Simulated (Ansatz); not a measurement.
# C₂H₆AlNOSi: up Jacob's ladder to CCSD(T)

The task here is to estimate one member of a computed series from the others.

Method: functionals in def2-TZVPP, the program's frozen cores in correlated methods; program: Ansatz 0.2.0, Gaussian basis.

Plan: PBE-D4, r2SCAN-D4, PBE0-D4, B3LYP-D4, ωB97X-V, ωB97M-V, B2PLYP; CCSD(T)/def2-TZVPP; MP2/def2-QZVPP; extrapolation to the limit.

## Structure used throughout

An earlier PBE0-D4 in a triple-zeta def2 set relaxation fixed the geometry.

SMILES `O=[CH][Al]1[NH][CH]1[SiH3]`, 12 atoms, charge 0, spin multiplicity 1.

Atoms are counted from 1 here; the program's logs count them from 0.

Bond lengths: O1–C2 1.207 Å, C2–Al3 2.017 Å, C2–H7 1.115 Å, Al3–N4 1.718 Å, Al3–C5 1.927 Å, N4–C5 1.521 Å, N4–H8 1.005 Å, C5–Si6 1.854 Å, C5–H9 1.095 Å, Si6–H10 1.494 Å, Si6–H11 1.491 Å, Si6–H12 1.495 Å. Angles: O1–C2–Al3 117.0°, O1–C2–H7 119.1°, Al3–C2–H7 123.8°, C2–Al3–N4 145.7°, C2–Al3–C5 164.7°, N4–Al3–C5 48.9°, Al3–N4–C5 72.7°, Al3–N4–H8 167.0°, C5–N4–H8 120.3°, Al3–C5–N4 58.4°, Al3–C5–Si6 120.3°, Al3–C5–H9 119.0°, N4–C5–Si6 116.7°, N4–C5–H9 114.7°, Si6–C5–H9 115.2°, C5–Si6–H10 109.2°, C5–Si6–H11 110.9°, C5–Si6–H12 113.4° and more.

Geometry (Å):

| atom | x (Å) | y (Å) | z (Å) |
| --- | --- | --- | --- |
| O1 | -2.3455 | -2.1269 | 2.1705 |
| C2 | -1.1564 | -1.9296 | 2.1108 |
| Al3 | -0.4743 | -0.9202 | 0.5028 |
| N4 | 0.4922 | -0.9975 | -0.9160 |
| C5 | -0.2293 | 0.3412 | -0.9336 |
| Si6 | 0.8149 | 1.8533 | -0.6846 |
| H7 | -0.4996 | -2.3194 | 2.9237 |
| H8 | 1.1142 | -1.2473 | -1.6643 |
| H9 | -1.0071 | 0.4318 | -1.6985 |
| H10 | 1.5974 | 1.7080 | 0.5797 |
| H11 | -0.0337 | 3.0738 | -0.5741 |
| H12 | 1.8040 | 2.0776 | -1.7825 |

The first run:

The input, in.yaml:

```yaml
crystal:
  periodic: [false, false, false]
  atoms:
    - {symbol: O, position_ang: [-2.345471, -2.126888, 2.170527]}
    - {symbol: C, position_ang: [-1.156370, -1.929585, 2.110840]}
    - {symbol: Al, position_ang: [-0.474260, -0.920165, 0.502767]}
    - {symbol: N, position_ang: [0.492172, -0.997503, -0.916011]}
    - {symbol: C, position_ang: [-0.229286, 0.341169, -0.933639]}
    - {symbol: Si, position_ang: [0.814912, 1.853288, -0.684646]}
    - {symbol: H, position_ang: [-0.499625, -2.319354, 2.923706]}
    - {symbol: H, position_ang: [1.114220, -1.247308, -1.664257]}
    - {symbol: H, position_ang: [-1.007078, 0.431784, -1.698456]}
    - {symbol: H, position_ang: [1.597360, 1.708001, 0.579725]}
    - {symbol: H, position_ang: [-0.033706, 3.073847, -0.574125]}
    - {symbol: H, position_ang: [1.804032, 2.077613, -1.782532]}
basis:
  gaussian: {orbitals: def2-TZVPP}
hamiltonian: {xc: pbe, dispersion: d4}
output: {forces: true, orbitals: {seedname: orbitals}}
```

Started as:

```
$ ansatz run in.yaml --threads 4 --pin off --events-out ev --progress --plain --max-ram 10444MiB
```

Among the steps run: PBE-D4 (GGA); r2SCAN-D4 (meta-GGA); PBE0-D4 (hybrid); B3LYP-D4 (hybrid); ωB97X-V (range-separated); ωB97M-V (range-separated); B2PLYP (double hybrid); CCSD(T) in def2-TZVPP; MP2 in def2-QZVPP.

One table of the session follows, with a row left open; its other results are not shown here.

| method | atomisation energy (eV) |
| --- | --- |
| PBE-D4 | 44.757 |
| r2SCAN-D4 | 43.698 |
| PBE0-D4 | 43.558 |
| B3LYP-D4 | 43.575 |
| ωB97X-V | 43.814 |
| ωB97M-V | 43.754 |
| B2PLYP | ? |
| HF/def2-TZVPP | 29.619 |
| MP2/def2-TZVPP | 43.102 |
| CCSD/def2-TZVPP | 41.294 |
| CCSD(T)/def2-TZVPP | 42.170 |
| MP2/CBS | 44.490 |
| CCSD(T)/CBS | 43.559 |

**Question.** Estimate the row for B2PLYP.

The run gave: atomisation energy (eV): 43.067. In the column «atomisation energy (eV)» it lies between CCSD(T)/def2-TZVPP (42.170) and MP2/def2-TZVPP (43.102).
